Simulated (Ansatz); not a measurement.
# BH₂Se radical (SMILES [BH][SeH]): functionals against CCSD(T) at one geometry

An exercise on one series of results from a longer session: the logs are not shown, and one member is left open.

Method: single points in def2-TZVPP; program: Ansatz 0.2.0, Gaussian basis.

Cores are frozen in the correlated methods. Filled d shells of the heavier atoms are correlated. Orbitals are unrestricted. B3LYP uses VWN-RPA correlation.

**Where the work starts**

SMILES `[BH][SeH]`, 4 atoms, charge 0, spin multiplicity 2.

Atoms are counted from 1 here; the program's logs count them from 0.

Bond lengths: B1–Se2 1.798 Å, B1–H3 1.174 Å, Se2–H4 1.482 Å. Angles: Se2–B1–H3 130.4°, B1–Se2–H4 101.6°.

As a file:

```xyz
4
BH2Se
B    -0.0497   -0.7424    0.2761
Se    0.2954    0.9651   -0.1696
H     0.5338   -1.4773    0.9824
H    -0.7986    1.2505   -1.1281
```

The first run:

File run/in.yaml:

```yaml
crystal:
  periodic: [false, false, false]
  atoms:
    - {symbol: B, position_ang: [-0.049700, -0.742400, 0.276100]}
    - {symbol: Se, position_ang: [0.295400, 0.965100, -0.169600]}
    - {symbol: H, position_ang: [0.533800, -1.477300, 0.982400]}
    - {symbol: H, position_ang: [-0.798600, 1.250500, -1.128100]}
basis:
  gaussian: {orbitals: def2-TZVPP}
magnetization: {spin_polarized: true, initial_magnetization: 1}
correlation: {method: ccsd_t}
scf: {omitted_lower_state_checks: [cluster_reference]}
output: {forces: true}
```

The command line of these runs was not kept.

Among the steps run: CCSD(T)/def2-TZVPP; PBE0-D4/def2-TZVPP; wB97M-V/def2-TZVPP; r2SCAN-D4/def2-TZVPP; PBE-D4/def2-TZVPP; B3LYP-D4/def2-TZVPP; BHLYP-D4/def2-TZVPP.

One of the session's tables, all rows but one given; the rest of the session is left out.

| method | RMS force component (eV/Å) | angle to CCSD(T) forces (°) | dipole (D) |
| --- | --- | --- | --- |
| CCSD(T) | 0.842 | reference | 0.86 |
| PBE0-D4 | ? | ? | ? |
| wB97M-V | 0.722 | 2.9 | 0.80 |
| r2SCAN-D4 | 0.726 | 5.7 | 0.82 |
| PBE-D4 | 0.753 | 15.5 | 0.93 |
| B3LYP-D4 | 0.780 | 7.0 | 0.81 |
| BHLYP-D4 | 0.801 | 7.8 | 0.68 |

**Question.** Estimate the row for PBE0-D4.

**Answer.** RMS force component (eV/Å): 0.726; angle to CCSD(T) forces (°): 4.7; dipole (D): 0.82.
